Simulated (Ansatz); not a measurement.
Predict the output of the script below (Ansatz 0.2.0 through its Python package).

Script `c2h9nsi2_disp.py`:
```python
"""Dispersion corrections for C2H9NSi2."""

import ansatz as az

geometry_ang = [
    ("C", (-0.4157, 2.1941, -1.7192)),
    ("C", (-0.3287, 0.96, -1.3659)),
    ("N", (-0.8123, 0.4061, -0.2137)),
    ("Si", (-0.5539, -1.1267, 0.4688)),
    ("Si", (1.3454, -1.4582, 1.6336)),
    ("H", (-0.0714, 2.6013, -2.6826)),
    ("H", (-0.9439, 2.9651, -1.099)),
    ("H", (0.2257, 0.2858, -2.0393)),
    ("H", (-1.2302, 1.0871, 0.4615)),
    ("H", (-0.7415, -2.1206, -0.6095)),
    ("H", (-1.8021, -1.2975, 1.3995)),
    ("H", (1.4032, -2.8047, 2.2701)),
    ("H", (2.4832, -1.2746, 0.7504)),
    ("H", (1.4292, -0.4463, 2.7741)),
]
geometry = az.Crystal.molecule()
for symbol, xyz in geometry_ang:
    geometry = geometry.atom(symbol, xyz)

calc = geometry.calculation().basis(gaussian="def2-SVP")
for name in ["r2scan", "blyp"]:
    for correction in ("d3bj", "d4"):
        report = calc.functional(name, dispersion=correction).run(threads=1, backend="cpu").report
        print(f"{name:8s} {correction:5s} total {report['free_energy_ev']:.5f} eV, of which dispersion {1000 * report['dispersion']['energy']['ev']:.2f} meV")
```

```console
$ python c2h9nsi2_disp.py
DeckWarning: the engine holds no damping parameters fitted to this dispersion correction and functional, so the run takes those fitted to r2scan beside the three-body term, which d3bj leaves out (hamiltonian.dispersion, under Limitations)
r2scan   d3bj  total -19453.90732 eV, of which dispersion -95.31 meV
r2scan   d4    total -19453.89256 eV, of which dispersion -80.55 meV
blyp     d3bj  total -19455.84314 eV, of which dispersion -688.29 meV
blyp     d4    total -19455.82843 eV, of which dispersion -673.58 meV
```
(Warnings from the package without file and line.)

What to keep in mind:
- Total energies depend on the basis set; only differences at equal settings carry meaning.
- The geometry is a force-field or estimated start, not a minimum of this method, and the basis set is short of its limit. D4 holds the three-body term, and d3bj doesn't.
- A dispersion term here runs with damping parameters fitted for another variant or functional.
- Finished in 25 s on 1 thread of Arm Neoverse V2, with other jobs on the host, peak memory 0.24 GiB.
